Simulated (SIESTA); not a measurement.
**Pt in SIESTA: convergence with real-space mesh cutoff**

Input of the first run (real-space mesh cutoff 100 Ry); the others differ in this setting and in those tied to it:

Contents of Pt.fdf:

```
SystemName                      Pt
SystemLabel                     Pt
NumberOfSpecies                 1
NumberOfAtoms                   6
%block ChemicalSpeciesLabel
  1  78 Pt
%endblock ChemicalSpeciesLabel

LatticeConstant                 1.0 Ang
%block LatticeVectors
     2.7688887338     0.0000000000     0.0000000000
     0.0000000000     2.7688887338     0.0000000000
     0.0000000000     0.0000000000    24.7895000000
%endblock LatticeVectors
AtomicCoordinatesFormat         Fractional
%block AtomicCoordinatesAndAtomicSpecies
     0.5000000000     0.5000000000     0.3025474495  1  Pt
     0.0000000000     0.0000000000     0.3815284697  1  Pt
     0.5000000000     0.5000000000     0.4605094899  1  Pt
     0.0000000000     0.0000000000     0.5394905101  1  Pt
     0.5000000000     0.5000000000     0.6184715303  1  Pt
     0.0000000000     0.0000000000     0.6974525505  1  Pt
%endblock AtomicCoordinatesAndAtomicSpecies

%block kgrid.MonkhorstPack
    6   0   0  0.0
    0   6   0  0.0
    0   0   1  0.0
%endblock kgrid.MonkhorstPack
XC.Functional                   LDA
XC.Authors                      PW92
PAO.BasisSize                   DZP
PAO.EnergyShift                 0.003 Ry
Mesh.Cutoff                     100 Ry
OccupationFunction              FD
ElectronicTemperature           0.05 eV
Slab.DipoleCorrection           vacuum
MaxSCFIterations                120
SCF.MustConverge                false
SCF.Mixer.Method                Pulay
SCF.Mixer.Weight                0.25
SCF.Mixer.History               8
SCF.DM.Tolerance                5.0e-05
SCF.H.Tolerance                 1.0e-03 eV
WriteForces                     true
Charge.Mulliken                 end
%block PAO.Basis
  Pt 5
  n=5 0 2
    2.732 0.000
  n=6 0 2
    7.210 0.000
  n=5 1 2
    3.260 0.000
  n=6 1 1
    7.210
  n=5 2 2
    5.681 0.000
%endblock PAO.Basis
```

Potentials or basis: PseudoDojo 0.4 standard (LDA files), DZP (energy shift 0.003 Ry; two zetas on semicore shells).

Command:

```bash
$ siesta < Pt.fdf > Pt.out 2>&1
```

Hardware: 1 thread of Arm Neoverse V2, with other jobs on the host.

| real-space mesh cutoff | energy less the tightest run, at zero smearing (meV/atom) | largest force (eV/Å) | SCF cycles | CPU time (s) | peak memory (GiB) |
| --- | --- | --- | --- | --- | --- |
| 100 Ry | -1.25 | 0.422 | 20 | 18 | 0.17 |
| 150 Ry | 0.27 | 0.417 | 19 | 24 | 0.2 |
| 200 Ry | 0.24 | 0.418 | 18 | 24 | 0.2 |
| 300 Ry | -0.08 | 0.416 | 19 | 37 | 0.25 |
| 400 Ry | 0.04 | 0.416 | 19 | 53 | 0.3 |
| 500 Ry | 0.00 | 0.416 | 19 | 71 | 0.37 |
| 700 Ry | 0.02 | 0.415 | 20 | 100 | 0.5 |
| 900 Ry | 0.00 | 0.416 | 20 | 120 | 0.57 |
| 1200 Ry | 0.00 | 0.416 | 19 | 200 | 0.88 |

Against the tightest run, the energy stays within 1 meV/atom from 150 Ry on; the largest force stays within 0.005 eV/Å from 150 Ry on. Values are those asked for, which the program may round to a finer grid. The tightest run that finished is the yardstick and may itself not be fully converged.

Caveat, for the tightest run too: the k mesh is coarse (spacing up to 0.38 Å⁻¹), so the values aren't converged; the basis of atomic orbitals isn't converged, which shifts pressures, moduli and gaps. Spin-orbit coupling is left out, which matters for the levels of Pt.
